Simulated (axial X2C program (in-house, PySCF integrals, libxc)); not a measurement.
# HSbH⁺: bond lengths and stretches, held linear

How do method and spin–orbit coupling move the bonds and stretches of HSbH⁺, held linear?

Program: an in-house X2C program for linear molecules on PySCF integrals. Level of theory: all-electron X2C, two-component (2c) or spin-free, H dyall-v3z, Sb dyall-v3z. These are calculated values, not measurements.

All values are calculated.

2 further runs of the same task are left out: 2 set aside as unsound or not needed.

## (1) Input

The input, task.json:

```json
{"zs": [1, 51, 1], "q": 1, "bas": ["dyall-v3z", "dyall-v3z", "dyall-v3z"], "r0": [1.72, 1.72], "symm": 1, "scan": ["PBE0", "HF", "BHandHLYP"], "levels": ["PBE0", "HF", "BHandHLYP"], "nst": 2}
```

Keys: zs atomic numbers; q charge; bas basis sets; r0 starting distance in Å; symm equal bonds; scan levels of the two-bond scan (MP2 follows by itself at each HF point); levels methods; nst determinants followed.

On the command line:

```bash
python solin.py task.json out
```

Masses H 1.008, Sb 120.904, H 1.008 u.

## (2) Scan at PBE0, 2c

State: Ω = 1 (beyond evenly filled blocks: ω = -1/2, ω = 3/2). Energies above the lowest point, from the job's result record:

| r(H–Sb) (Å) | r(Sb–H) (Å) | E (meV) |
| --- | --- | --- |
| 1.6107 | 1.6107 | 26.18 |
| 1.6107 | 1.6520 | 13.81 |
| 1.6107 | 1.6933 | 28.91 |
| 1.6520 | 1.6107 | 13.81 |
| 1.6520 | 1.6520 | 0.00 |
| 1.6520 | 1.6933 | 13.67 |
| 1.6520 | 1.7346 | 50.09 |
| 1.6933 | 1.6107 | 28.91 |
| 1.6933 | 1.6520 | 13.67 |
| 1.6933 | 1.6933 | 25.95 |
| 1.7346 | 1.6520 | 50.09 |
| 1.7346 | 1.7346 | 94.71 |

A quadratic surface with cubic terms in each bond gives the minimum at 1.651 and 1.651 Å, force constants 2.6, 2.6 and coupling -0.13 mdyn/Å.

## (3) Scan at HF, 2c

State: Ω = 1 (beyond evenly filled blocks: ω = -1/2, ω = 3/2). Energies above the lowest point, from the job's result record:

| r(H–Sb) (Å) | r(Sb–H) (Å) | E (meV) |
| --- | --- | --- |
| 1.6107 | 1.6107 | 16.61 |
| 1.6107 | 1.6520 | 8.51 |
| 1.6107 | 1.6933 | 28.09 |
| 1.6520 | 1.6107 | 8.51 |
| 1.6520 | 1.6520 | 0.00 |
| 1.6520 | 1.6933 | 19.32 |
| 1.6520 | 1.7346 | 60.99 |
| 1.6933 | 1.6107 | 28.09 |
| 1.6933 | 1.6520 | 19.32 |
| 1.6933 | 1.6933 | 38.62 |
| 1.7346 | 1.6520 | 60.99 |
| 1.7346 | 1.7346 | 122.94 |

A quadratic surface with cubic terms in each bond gives the minimum at 1.643 and 1.643 Å, force constants 2.75, 2.75 and coupling 0.00 mdyn/Å.

## (4) Scan at BHandHLYP, 2c

State: Ω = 1 (beyond evenly filled blocks: ω = -1/2, ω = 3/2). Energies above the lowest point, from the job's result record:

| r(H–Sb) (Å) | r(Sb–H) (Å) | E (meV) |
| --- | --- | --- |
| 1.6107 | 1.6107 | 13.17 |
| 1.6107 | 1.6520 | 7.25 |
| 1.6107 | 1.6933 | 28.82 |
| 1.6520 | 1.6107 | 7.25 |
| 1.6520 | 1.6520 | 0.00 |
| 1.6520 | 1.6933 | 20.28 |
| 1.6520 | 1.7346 | 63.27 |
| 1.6933 | 1.6107 | 28.82 |
| 1.6933 | 1.6520 | 20.28 |
| 1.6933 | 1.6933 | 39.32 |
| 1.7346 | 1.6520 | 63.27 |
| 1.7346 | 1.7346 | 121.74 |

A quadratic surface with cubic terms in each bond gives the minimum at 1.641 and 1.641 Å, force constants 2.71, 2.71 and coupling -0.12 mdyn/Å.

## (5) The levels side by side

| level | r(H–Sb) (Å) | r(Sb–H) (Å) | lower stretch (cm⁻¹) | upper stretch (cm⁻¹) |
| --- | --- | --- | --- | --- |
| PBE0, 2c | 1.651 | 1.651 | 2037.5 | 2160.7 |
| HF, 2c | 1.643 | 1.643 | 2152.6 | 2169.4 |
| BHandHLYP, 2c | 1.641 | 1.641 | 2091.2 | 2201.1 |
| MP2, 2c | 1.634 | 1.634 | 2057.2 | 2278.6 |
| PBE0, spin-free | 1.650 | 1.650 | 2040.3 | 2167.4 |
| HF, spin-free | 1.642 | 1.642 | 2154.4 | 2176.5 |
| BHandHLYP, spin-free | 1.640 | 1.640 | 2093.5 | 2208.5 |
| MP2, spin-free | 1.634 | 1.634 | 2059.4 | 2282.1 |

Scans not shown above were run alike.

**Reading.** Over the levels the H–Sb bond spans 1.634 to 1.651 Å and the Sb–H bond 1.634 to 1.651 Å. At PBE0 spin–orbit coupling leaves both bonds unchanged to 0.001 Å. Each state is one determinant, the lowest of a limited PBE0 search; the stretches come from a fit to few points and are good to some per cent at best. The stretches are sorted by size, and where the two bonds are alike the symmetric and antisymmetric modes can swap order between levels. MP2 freezes inner shells (threshold -2 hartree). The molecule was held linear; bending was not examined, so a bent shape may lie lower. Open-shell Ω = 0 determinants with evenly filled partner blocks cannot be reached by this program, so the Ω shown need not be the lowest component. Note: several unpaired electrons, one determinant need not be a pure state.
